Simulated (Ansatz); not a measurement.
# Al2H4F2: basis-set convergence

Aim: see how fast density functionals converge with the basis set for Al2H4F2.

Method: one geometry, several basis sets; program: Ansatz 0.2.0, Gaussian basis.

Plan: PBE0-D4/def2-SVP; ωB97M-V/def2-SVP; PBE0-D4/def2-QZVPP; ωB97M-V/def2-QZVPP; the functionals' def2-TZVPP values are taken from earlier runs.

### Step 1. The relaxed structure

An earlier PBE0-D4 in a triple-zeta def2 set relaxation fixed the geometry.

SMILES `[F+]1[AlH2-][F+][AlH2-]1`, 8 atoms, charge 0, spin multiplicity 1.

Atoms are counted from 1 here; the program's logs count them from 0.

Bond lengths: F1–Al2 1.829 Å, F1–Al4 1.829 Å, Al2–F3 1.829 Å, Al2–H5 1.572 Å, Al2–H6 1.572 Å, F3–Al4 1.829 Å, Al4–H7 1.572 Å, Al4–H8 1.572 Å. Angles: Al2–F1–Al4 99.7°, F1–Al2–F3 80.3°, F1–Al2–H5 109.6°, F1–Al2–H6 109.6°, F3–Al2–H5 109.6°, F3–Al2–H6 109.6°, H5–Al2–H6 127.9°, Al2–F3–Al4 99.7°, F1–Al4–F3 80.3°, F1–Al4–H7 109.6°, F1–Al4–H8 109.6°, F3–Al4–H7 109.6°, F3–Al4–H8 109.6°, H7–Al4–H8 127.9°.

### Step 2. PBE0-D4 in def2-SVP

in.yaml

```yaml
crystal:
  periodic: [false, false, false]
  atoms:
    - {symbol: F, position_ang: [-0.713386, 0.054722, 0.937529]}
    - {symbol: Al, position_ang: [0.114416, 1.393452, 0.005792]}
    - {symbol: F, position_ang: [0.712602, -0.054644, -0.938138]}
    - {symbol: Al, position_ang: [-0.114481, -1.393453, -0.005844]}
    - {symbol: H, position_ang: [-0.948089, 2.177215, -0.847760]}
    - {symbol: H, position_ang: [1.290430, 1.984958, 0.865368]}
    - {symbol: H, position_ang: [0.948644, -2.176003, 0.848048]}
    - {symbol: H, position_ang: [-1.290147, -1.986237, -0.865004]}
basis:
  gaussian: {orbitals: def2-SVP}
hamiltonian: {xc: pbe0, dispersion: d4}
output: {orbitals: {seedname: orbitals}}
```

Run with:

```bash
$ ansatz run in.yaml --threads 4 --pin off --events-out ev --progress --plain --max-ram 10444MiB
```

Further steps of the session: ωB97M-V in def2-SVP; PBE0-D4 in def2-QZVPP; ωB97M-V in def2-QZVPP.

**Question.** What will the summary of the whole plan be? Wanted: PBE0-D4: double and triple zeta above quadruple; ωB97M-V: double and triple zeta above quadruple.

The runs gave:

| quantity | value |
| --- | --- |
| PBE0-D4: double and triple zeta above quadruple | 12.10, 0.77 eV |
| ωB97M-V: double and triple zeta above quadruple | 12.18, 0.73 eV |

What this shows: PBE0-D4 gains 11.33 eV from double to triple zeta, then 0.77 eV more. These are total energies; as a rule much of such shifts cancels in differences, which this series doesn't test. The LUMO of ωB97M-V is positive and keeps falling with the basis (1.24 to 0.41 eV): an unbound level that the basis holds in place.
